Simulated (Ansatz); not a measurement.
# CH5BOSSi: ladder of methods at one geometry in Python

Wanted for CH5BOSSi: a ladder of methods at one geometry. SMILES: SB1OC[SiH2]1.

All numbers are computed with Ansatz 0.2.0 through its Python package. The levels of theory stand in the script.

## 1. Starting point

Bond lengths: S1–B2 1.815 Å, B2–O3 1.491 Å, O3–C4 1.491 Å, B2–Si5 1.958 Å, C4–Si5 1.768 Å, S1–H6 1.431 Å, C4–H7 1.109 Å, C4–H8 1.084 Å, Si5–H9 1.521 Å, Si5–H10 1.439 Å. Angles (14 of 17 angles, heavy atoms first): S1–B2–O3 133.7°, S1–B2–Si5 134.1°, O3–B2–Si5 88.8°, B2–O3–C4 99.7°, O3–C4–Si5 96.3°, B2–Si5–C4 75.2°, B2–S1–H6 94.3°, O3–C4–H7 106.3°, O3–C4–H8 110.8°, Si5–C4–H7 112.8°, Si5–C4–H8 114.6°, B2–Si5–H9 111.1°, B2–Si5–H10 113.5°, C4–Si5–H9 112.7°.

No structure file is read: the coordinates are typed or built in the script.

## 2. The code

Input file methods_ch5bossi.py:

```python
"""One geometry of CH5BOSSi, method by method."""

from pathlib import Path

import ansatz as az
import numpy as np

geometry_ang = [
    ("S", (-2.2551, 1.4243, 0.8259)),
    ("B", (-0.8539, 0.2901, 0.6114)),
    ("O", (-0.7437, -1.1718, 0.3395)),
    ("C", (0.6465, -1.2226, -0.1977)),
    ("Si", (0.9864, 0.504, -0.0233)),
    ("H", (-2.5456, 1.5, -0.5734)),
    ("H", (0.5599, -1.5385, -1.2568)),
    ("H", (1.2708, -1.8685, 0.4092)),
    ("H", (1.9323, 0.8019, 1.13)),
    ("H", (1.0854, 1.2299, -1.2617)),
]
ch5bossi = az.Crystal.molecule()
for symbol, xyz in geometry_ang:
    ch5bossi = ch5bossi.atom(symbol, xyz)

base = ch5bossi.calculation().basis(gaussian="cc-pVDZ")

print("functional    E (Ha)        dipole (D)   HOMO (eV)  LUMO (eV)")
for name in ["r2scan0", "lc_wpbe", "lda", "blyp", "r2scan"]:
    r = base.functional(name).forces().orbitals().run(runs_dir="runs").report
    lines = Path(r["orbitals_path"]).read_text().splitlines()
    field_of = lambda key: [line.split("=")[1].strip() for line in lines if line.startswith(key)]
    orbitals = [(27.211386 * float(e), s, float(n)) for e, s, n in zip(field_of("Ene="), field_of("Spin="), field_of("Occup="))]
    homo = max(e for e, _, n in orbitals if n > 0.5)
    lumo = min(e for e, _, n in orbitals if n < 0.5)
    dipole = 4.803205 * np.linalg.norm(r["charge_distribution"]["dipole_moment_e_ang"])
    print(f"{name:10s} {r['free_energy_ev'] / 27.211386246:14.6f} {dipole:9.3f} {homo:11.3f} {lumo:10.3f}")
```

## 3. What the engine is handed

The engine receives this input (first run):

```yaml
crystal:
  periodic: [false, false, false]
  atoms:
    - { symbol: S, position_ang: [-2.2551, 1.4243, 0.8259] }
    - { symbol: B, position_ang: [-0.8539, 0.2901, 0.6114] }
    - { symbol: O, position_ang: [-0.7437, -1.1718, 0.3395] }
    - { symbol: C, position_ang: [0.6465, -1.2226, -0.1977] }
    - { symbol: Si, position_ang: [0.9864, 0.504, -0.0233] }
    - { symbol: H, position_ang: [-2.5456, 1.5, -0.5734] }
    - { symbol: H, position_ang: [0.5599, -1.5385, -1.2568] }
    - { symbol: H, position_ang: [1.2708, -1.8685, 0.4092] }
    - { symbol: H, position_ang: [1.9323, 0.8019, 1.13] }
    - { symbol: H, position_ang: [1.0854, 1.2299, -1.2617] }
basis:
  gaussian:
    orbitals: cc-pVDZ
hamiltonian:
  xc: r2scan0
output:
  orbitals: {}
  forces: true
```

## 4. Running it

On the command line:

```
$ python methods_ch5bossi.py
```

What it wrote:

```text
functional    E (Ha)        dipole (D)   HOMO (eV)  LUMO (eV)
r2scan0       -828.697939     2.240      -6.703     -1.534
lc_wpbe       -828.551945     2.330      -9.150      0.723
lda           -825.116887     2.019      -5.429     -2.735
blyp          -828.790548     1.914      -5.144     -2.346
r2scan        -828.723589     2.142      -5.596     -2.370
```

It took 28 s on 1 thread of Arm Neoverse V2, shared host; peak memory 0.3 GiB.

## 5. Inputs of later runs

The engine's inputs for some of the other runs:

Run 2, against run 1:

```diff
@@ -18 +18 @@
-  xc: r2scan0
+  xc: lc_wpbe
```

Run 3, against run 1:

```diff
@@ -18 +18 @@
-  xc: r2scan0
+  xc: lda
```

Run 5, against run 1:

```diff
@@ -18 +18 @@
-  xc: r2scan0
+  xc: r2scan
```

## 6. The engine's runs

The 5 runs, in the order started:

| run | functional | energy (eV) | SCF cycles | CPU time (s) |
| --- | --- | --- | --- | --- |
| 1 | r2scan0 | -22550.0197 | 18 | 9.8 |
| 2 | lc_wpbe | -22546.0470 | 18 | 4.6 |
| 3 | lda | -22452.5743 | 18 | 2.2 |
| 4 | blyp | -22552.5397 | 18 | 3.7 |
| 5 | r2scan | -22550.7177 | 18 | 7.5 |

Totals hang on method, basis and potentials, so only like runs compare.

The fields below are those of run 1.

## 7. The molecule's orbitals and density

The fields below are evaluated on a grid from the run's orbitals.

Frontier orbitals at r2SCAN0/cc-pVDZ, with the share of their density that lies nearest to each atom:

| orbital | energy (eV) | lies on |
| --- | --- | --- |
| HOMO-1 | -8.38 | S1 47 %; B2 19 %; O3 13 % |
| HOMO | -6.70 | S1 45 %; B2 17 %; Si5 15 % |
| LUMO | -1.53 | B2 54 %; O3 13 %; H6 13 % |

ELF in a plane through or near 4 of the atoms.

Ten even steps from ' ' (0.00) to '@' (1.00):
```
                                                        
                                                        
                    ....                                
                ::++####++::                            
              ::##@@@@@@@@**::                          
              --%%@@@@@@@@##--..      ..====--          
              ::##@@@@@@%%**====::  ..++%%%%**--        
                --++%%##----**%%++..==%%@@@@%%**::      
                  ..--::..==%%@@##==##%%%%%%%%##--..    
              ....::====::**%%##--**%%==----%%##--..    
          ..##@@@@@@##==::::--..++**%%==++::####==::    
          --@@@@@@@@%%--==**##++::**%%%%**%%%%##==::    
          ::@@@@@@@@**--##****##--::++##%%@@%%**--..    
            ++@@@@##::::########::  ::==######==..      
              ----..  ..##%%%%**::    ::==++--..        
                        ==****==..                      
                                                        
                                                        
                                                        
                                                        
```
The map spans 11.0 Å across and 8.9 Å up, centred on the molecule. Atoms in the plane (x, y in Å): S1 (2.7, 0.0), B2 (0.9, -0.2), O3 (0.0, -1.4), H8 (-2.1, -0.8).

log10 of the density (e/Å³) in the same plane.

Ten even steps from ' ' (-4.0) to '@' (1.9):
```
                                                        
                  ..........                            
              ....::::::::::....                        
            ....::----------::::....                    
            ..::--==++++++====--::::::::::::....        
          ..::--==++******++====--------------::..      
          ..::--==++******++++================--::::    
          ..::--==++++******++++++==++++++++++==--::..  
          ..::--====++++**********++**********++==--::  
          ..::--==++++++++**************%%##**++==--::  
        ..::--++********++****##@@****##@@##**++==--::  
        ..::==++**##******####****************++==--::  
        ..::==++********##%%####**++++++**++++==----..  
          ::--==++++++++**##%%**++============--::::..  
          ..::------====******++==------------::::..    
            ..::::::----==++++==--::::::::::::..        
                    ....::----::..                      
                                                        
                                                        
                                                        
```
The map spans 11.0 Å across and 8.9 Å up, centred on the molecule. Atoms in the plane (x, y in Å): S1 (2.7, 0.0), B2 (0.9, -0.2), O3 (0.0, -1.4), H8 (-2.1, -0.8).

On the surface of density 0.002 e/bohr³ the electrostatic potential runs, from the 1st to the 99th percentile, from -1.35 V near O3 to 1.43 V near H6.

## 8. Summary of results

| quantity | value |
| --- | --- |
| runs compared | 5 |
| HOMO-LUMO gap of the mean field (r2SCAN0/cc-pVDZ) | 5.17 eV |

**Reading.** All 5 runs converged. The geometry is a force-field or estimated start, not a minimum of this method, and the basis set is short of its limit. A lower total doesn't mark the better method: functionals have no common bound, and MP2 and coupled cluster aren't variational. Levels such as HOMO and LUMO are orbital energies: with these approximate functionals they aren't the ionisation energy and electron affinity, and their gap isn't the fundamental gap. For Al to Cl the sets with a tight d function, cc-pV(X+d)Z, are usual.
